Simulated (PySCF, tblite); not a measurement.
# C₃H₈BSi radical: geometry, infrared bands and EPR parameters

What infrared bands and EPR parameters should C₃H₈BSi radical (`BC1C[SiH]C1`) show?

Programs: tblite 0.8.0 and PySCF 2.14.0, with density-fitted response routines of our own. Each step states its level of theory. These are calculated values for one molecule in the gas phase, unless marked as measured. Atoms count from 0, in the outputs and in this text.

## 1. The molecule as given

13 atoms, charge 0, multiplicity 2; geometry from: force field or distance geometry start.

Bonds of the start (Å): B0–C1 1.60, C1–C2 1.52, C2–Si3 1.84, Si3–C4 1.87, C4–C1 1.51, B0–H5 1.18, B0–H6 1.16, C1–H7 1.11, C2–H8 1.11, C2–H9 1.11, Si3–H10 1.48, C4–H11 1.10, C4–H12 1.11.

## 2. Geometry optimisation with GFN2-xTB

Job settings and geometry (Å):

```
{"job": {"kind": "relax", "xc": "GFN2-xTB", "basis": "xTB"}, "charge": 0, "multiplicity": 2}
B      1.584100    -0.458400     0.346900
C      0.349900    -0.018700    -0.568300
C     -0.208400     1.267600     0.019400
Si    -1.754600     0.333000     0.391700
C     -0.818900    -0.968000    -0.568600
H      2.387600     0.388400     0.533500
H      1.588100    -1.381400     1.050100
H      0.737000     0.111900    -1.596100
H      0.379200     1.655400     0.877100
H     -0.310900     2.073700    -0.740500
H     -1.985000    -0.022000     1.811200
H     -0.626200    -1.899200    -0.019900
H     -1.326400    -1.081900    -1.554200
```

Started as:

```sh
$ OMP_NUM_THREADS=1 python probes_run.py task.json out
```

One launch serves the whole session: the jobs run in the order shown.

**Question.** This job is followed by: GFN2-xTB harmonic vibrations, gas phase; UKS B3LYP, pcH-1 on B C H Si, non-relativistic, mean-field spin-orbit, GIAO. What will the session give for the following? strongest single infrared mode (GFN2-xTB); zero-point energy (GFN2-xTB); g(iso) (B3LYP); ⟨S²⟩; largest a(iso) (averaged by class); potential on the surface of density 0.002 e/bohr³, 1st and 99th percentile.

As calculated:

| quantity | value |
| --- | --- |
| strongest single infrared mode (GFN2-xTB) | 2170 cm⁻¹, 407 km/mol |
| zero-point energy (GFN2-xTB) | 61.9 kcal/mol |
| g(iso) (B3LYP) | 2.00343 |
| ⟨S²⟩ | 0.751 (exact 0.75) |
| largest a(iso) (averaged by class) | 29Si on Si3, -438.7 MHz |
| potential on the surface of density 0.002 e/bohr³, 1st and 99th percentile | -0.36 V and 0.94 V |

The optimisation took 88 steps and gained 0.395 eV; among the close pairs (by a distance rule), C2–Si3 changed most, from 1.845 to 1.914 Å. No mode is imaginary among the 33: a minimum at this level. The strongest single mode, at 2170 cm⁻¹, moves mainly H10. Unscaled tight-binding wavenumbers are off by several per cent, some by more. Its intensities can rank the bands wrongly. Si3 carries the largest spin population, 0.88 e. The isotropic g lies 1.1 ppt above the free-electron value. These values are for one conformer; the search (at its own cheap level) found 1 more, at 0.31 kcal/mol, and measured spectra average over such forms.
